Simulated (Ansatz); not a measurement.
# C2H4Cl2Si2: one species, many methods

Aim: compute C2H4Cl2Si2 with functionals from several rungs and with coupled cluster, and see how far each lands from CCSD(T) at the basis-set limit for the atomisation energy.

The runs use Ansatz 0.2.0, Gaussian basis; functionals in def2-TZVPP, the program's frozen cores in correlated methods.

The runs, in order: LDA (SPW92), PBE-D4, revPBE-D4, BLYP-D4, r2SCAN-D4, B97M-V, PBE0-D4, B3LYP-D4, r2SCANh-D4, r2SCAN0-D4, HSE06-D4, BHLYP-D4, CAM-B3LYP-D4, LC-ωPBE, ωB97X-V, ωB97M-V, B2PLYP, PBE-QIDH; CCSD(T)/def2-SVP; CCSD(T)/def2-TZVPP; MP2/def2-QZVPP; extrapolation to the limit; RPA on PBE.

## (1) Structure used throughout

All runs share one geometry, relaxed beforehand with PBE0-D4 in a triple-zeta def2 set.

SMILES `Cl[SiH2]C#C[SiH2]Cl`, 10 atoms, charge 0, spin multiplicity 1.

Atoms are counted from 1 here; the program's logs count them from 0.

Bond lengths: Cl1–Si2 2.047 Å, Si2–C3 1.821 Å, Si2–H7 1.478 Å, Si2–H8 1.478 Å, C3–C4 1.214 Å, C4–Si5 1.821 Å, Si5–Cl6 2.047 Å, Si5–H9 1.478 Å, Si5–H10 1.478 Å. Angles: Cl1–Si2–C3 109.1°, Cl1–Si2–H7 108.7°, Cl1–Si2–H8 108.7°, C3–Si2–H7 109.4°, C3–Si2–H8 109.4°, H7–Si2–H8 111.5°, Si2–C3–C4 179.3°, C3–C4–Si5 179.3°, C4–Si5–Cl6 109.1°, C4–Si5–H9 109.4°, C4–Si5–H10 109.4°, Cl6–Si5–H9 108.7°, Cl6–Si5–H10 108.7°, H9–Si5–H10 111.5°.

## (2) LDA

This LDA is Slater exchange with PW92 correlation.

File in.yaml:

```yaml
crystal:
  periodic: [false, false, false]
  atoms:
    - {symbol: Cl, position_ang: [-0.990302, -1.841139, 3.000322]}
    - {symbol: Si, position_ang: [-1.745018, -1.152678, 1.225987]}
    - {symbol: C, position_ang: [-0.426702, -0.292354, 0.311064]}
    - {symbol: C, position_ang: [0.442999, 0.283717, -0.309460]}
    - {symbol: Si, position_ang: [1.761173, 1.144001, -1.224625]}
    - {symbol: Cl, position_ang: [1.013724, 1.807027, -3.011678]}
    - {symbol: H, position_ang: [-2.842120, -0.205659, 1.514453]}
    - {symbol: H, position_ang: [-2.220226, -2.306631, 0.434629]}
    - {symbol: H, position_ang: [2.867392, 0.202226, -1.494846]}
    - {symbol: H, position_ang: [2.222080, 2.310292, -0.442948]}
basis:
  gaussian: {orbitals: def2-TZVPP}
hamiltonian: {xc: lda}
output: {orbitals: {seedname: orbitals}}
```

After this run come: PBE-D4 (GGA); revPBE-D4 (GGA); BLYP-D4 (GGA); r2SCAN-D4 (meta-GGA); B97M-V (meta-GGA); PBE0-D4 (hybrid); B3LYP-D4 (hybrid); r2SCANh-D4 (hybrid); r2SCAN0-D4 (hybrid); HSE06-D4 (hybrid); BHLYP-D4 (hybrid); CAM-B3LYP-D4 (range-separated); LC-ωPBE-D4 (range-separated); ωB97X-V (range-separated); ωB97M-V (range-separated); B2PLYP (double hybrid); PBE-QIDH (double hybrid); CCSD(T) in def2-SVP; CCSD(T) in def2-TZVPP; MP2 in def2-QZVPP; RPA on PBE orbitals.

**Question.** What will the summary of the whole plan be? Wanted: atomisation energy, CCSD(T)/CBS; farthest beyond LDA; mean size of error, GGA; mean size of error, meta-GGA; mean size of error, hybrid; mean size of error, range-separated; mean size of error, double hybrid; gap, smallest and largest; T1 diagnostic.

As calculated:

| quantity | value |
| --- | --- |
| atomisation energy, CCSD(T)/CBS | 37.868 eV |
| functionals within 0.189 eV (0.5 %) | r2SCAN-D4, PBE0-D4, r2SCANh-D4, HSE06-D4, ωB97X-V, ωB97M-V, PBE-QIDH |
| farthest beyond LDA | BHLYP-D4 (-1.110 eV) |
| mean size of error, GGA | 0.433 eV |
| mean size of error, meta-GGA | 0.180 eV |
| mean size of error, hybrid | 0.362 eV |
| mean size of error, range-separated | 0.229 eV |
| mean size of error, double hybrid | 0.336 eV |
| gap, smallest and largest | 4.74 eV (LDA (SPW92)), 11.89 eV (LC-ωPBE) |
| T1 diagnostic | 0.0108 |
| triples share of the correlation energy | 4.5 % |

What this shows: LDA overbinds by 4.728 eV (12 %). PBE-D4 misses by +0.404 eV. Double hybrids carry the basis error of their MP2 part in triple zeta, and no dispersion term here, so their miss is partly the set-up's. Taken by rung, meta-GGA functionals do best (0.180 eV on average) and GGA ones worst beyond LDA (0.433 eV). The gap between the best rungs is small, so their order is not settled. The reference freezes the cores and leaves out relativity and excitations past (T), so misses under about 0.189 eV can't be ranked. Hartree-Fock recovers 75 % of the binding; the rest is correlation. CCSD(T) in def2-SVP is off by -2.667 eV, worse than the median functional, from the basis alone. Orbital gaps span 4.7 to 11.9 eV; exact exchange widens them.
